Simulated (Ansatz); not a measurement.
# Zn7Cu: the cost of one run

All numbers below are computed with Ansatz 0.2.0 (DFT PBE, scalar-relativistic, plane waves, PAW).

## Step 1: The structure to begin with

The cell holds 16 atoms (Cu2Zn14): a = 6.187 Å, b = 6.187 Å, c = 6.187 Å, α = 90.00°, β = 90.00°, γ = 90.00°.

The sites of an ideal bcc lattice, at a guessed lattice constant, take 2 Cu, 14 Zn (sublattices apart by semicolons), with a shake of 0.02 Å. Warren-Cowley parameters of the first shell (negative: unlike neighbours preferred): Cu-Zn +0.00. In a cell this small the draw can fall short of the order aimed at.

Coordinates:

```xyz
16
Lattice="6.1867 0.0000 0.0000 0.0000 6.1867 0.0000 0.0000 0.0000 6.1867" Properties=species:S:1:pos:R:3 pbc="T T T"
Cu    6.1816    3.0908    3.0949
Cu    4.6191    4.6218    4.6133
Zn    6.1814    0.0355    6.1478
Zn    3.0862    6.1805    0.0244
Zn    0.0460    3.0909    6.1716
Zn    6.1493    0.0167    3.0824
Zn    1.5522    1.5282    1.5254
Zn    3.0909    3.1120    0.0097
Zn    3.0894    0.0234    3.1144
Zn    4.6904    1.5334    1.5445
Zn    1.5120    4.6289    1.5486
Zn    1.5194    1.5345    4.6376
Zn    3.0943    3.1095    3.1080
Zn    4.6623    4.6534    1.5399
Zn    4.6452    1.5169    4.6497
Zn    1.5504    4.6505    4.6696
```

## Step 2: Relaxing on a coarse mesh

Cell and atoms move without symmetry, on a coarse mesh with loose thresholds.

input.yaml

```yaml
crystal:
  lattice:
    - [6.18672148, 0.0, 0.0]
    - [0.0, 6.18672148, 0.0]
    - [0.0, 0.0, 6.18672148]
  atoms:
    - { symbol: Cu, position: [0.9991780187, 0.4995881641, 0.5002411626] }
    - { symbol: Cu, position: [0.7466192303, 0.7470528352, 0.7456712816] }
    - { symbol: Zn, position: [0.9991352421, 0.0057427719, 0.9937068457] }
    - { symbol: Zn, position: [0.4988482605, 0.9989934575, 0.0039385863] }
    - { symbol: Zn, position: [0.0074289111, 0.4995972748, 0.9975613009] }
    - { symbol: Zn, position: [0.993954232, 0.0026978198, 0.4982315539] }
    - { symbol: Zn, position: [0.2508895447, 0.2470198544, 0.2465536487] }
    - { symbol: Zn, position: [0.499608374, 0.5030196831, 0.0015751484] }
    - { symbol: Zn, position: [0.4993590825, 0.0037811612, 0.5034077712] }
    - { symbol: Zn, position: [0.7581395836, 0.2478479417, 0.2496425684] }
    - { symbol: Zn, position: [0.2443924605, 0.7481969851, 0.2503143868] }
    - { symbol: Zn, position: [0.2455839342, 0.2480298961, 0.7496129404] }
    - { symbol: Zn, position: [0.5001597399, 0.5026068419, 0.5023649739] }
    - { symbol: Zn, position: [0.7535945974, 0.7521592848, 0.2489120503] }
    - { symbol: Zn, position: [0.7508413235, 0.24519239, 0.7515577293] }
    - { symbol: Zn, position: [0.2506026933, 0.7516982269, 0.7547783759] }
  symmetry: { detect: false }
basis:
  ecutwfc: 420
kpoints:
  mp_grid: { grid: [2, 2, 2], shift: [0.5, 0.5, 0.5] }
hamiltonian:
  xc: pbe
scf:
  occupations: { method: gaussian, width: 0.1 }
  lower_state_search: "off"
output:
  forces: true
  stress: true
  eigenvalues: true
relax:
  adjacent_minimum: "off"
  f_tol: 0.04
  max_steps: 50
  cell: { stress_tol: 0.3 }
```

Run with:

```console
> ansatz run input.yaml --threads 4 --pin off --max-ram 9216MiB --backend cpu --events-out ev --progress --plain --runs-dir out
```

Q: Estimate wall time and peak memory on 4 threads of Arm Neoverse V2, shared host.

About 97 s, with a peak of 0.86 GiB.
